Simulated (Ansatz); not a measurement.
**AlTeH₃ (SMILES [AlH2][TeH]): functionals against CCSD(T) at one geometry**

The task here is to estimate one member of a computed series from the others.

Method: single points in def2-TZVPP; program: Ansatz 0.2.0, Gaussian basis.

Cores are frozen in the correlated methods. Filled d shells of the heavier atoms are correlated. Core potentials replace the inner electrons past krypton, and spin-orbit coupling is left out.

### Starting geometry

SMILES `[AlH2][TeH]`, 5 atoms, charge 0, spin multiplicity 1.

Atoms are counted from 1 here; the program's logs count them from 0.

Bond lengths: Al1–Te2 2.503 Å, Al1–H3 1.436 Å, Al1–H4 1.528 Å, Te2–H5 1.645 Å. Angles: Te2–Al1–H3 122.1°, Te2–Al1–H4 127.6°, H3–Al1–H4 109.4°, Al1–Te2–H5 82.4°.

Geometry (Å):

```xyz
5

Al   -0.5235   -0.5225   -0.0835
Te    0.3032    1.7692   -0.6578
H    -1.3148   -0.7767    1.0873
H    -0.0949   -1.8504   -0.7057
H     1.5202    1.3506    0.3675
```

Set-up of the first run:

run/in.yaml

```yaml
crystal:
  periodic: [false, false, false]
  atoms:
    - {symbol: Al, position_ang: [-0.523500, -0.522500, -0.083500]}
    - {symbol: Te, position_ang: [0.303200, 1.769200, -0.657800]}
    - {symbol: H, position_ang: [-1.314800, -0.776700, 1.087300]}
    - {symbol: H, position_ang: [-0.094900, -1.850400, -0.705700]}
    - {symbol: H, position_ang: [1.520200, 1.350600, 0.367500]}
basis:
  gaussian: {orbitals: def2-TZVPP}
correlation: {method: ccsd_t}
output: {forces: true}
```

The command line of these runs was not kept.

Among the steps run: CCSD(T)/def2-TZVPP; PBE0-D4/def2-TZVPP; wB97M-V/def2-TZVPP; r2SCAN-D4/def2-TZVPP; PBE-D4/def2-TZVPP; SPW92/def2-TZVPP; r2SCAN0-D4/def2-TZVPP.

One of the session's tables, all rows but one given; the rest of the session is left out.

| method | RMS force component (eV/Å) | angle to CCSD(T) forces (°) | dipole (D) |
| --- | --- | --- | --- |
| CCSD(T) | 0.871 | reference | 0.36 |
| PBE0-D4 | 0.893 | 3.4 | 0.33 |
| wB97M-V | ? | ? | ? |
| r2SCAN-D4 | 0.886 | 3.5 | 0.32 |
| PBE-D4 | 0.948 | 8.8 | 0.31 |
| SPW92 | 0.933 | 8.8 | 0.27 |
| r2SCAN0-D4 | 0.855 | 1.7 | 0.35 |

**Question.** Estimate the row for wB97M-V.

The run gave: RMS force component (eV/Å): 0.829; angle to CCSD(T) forces (°): 2.3; dipole (D): 0.41. In the column «RMS force component (eV/Å)» it is the lowest.
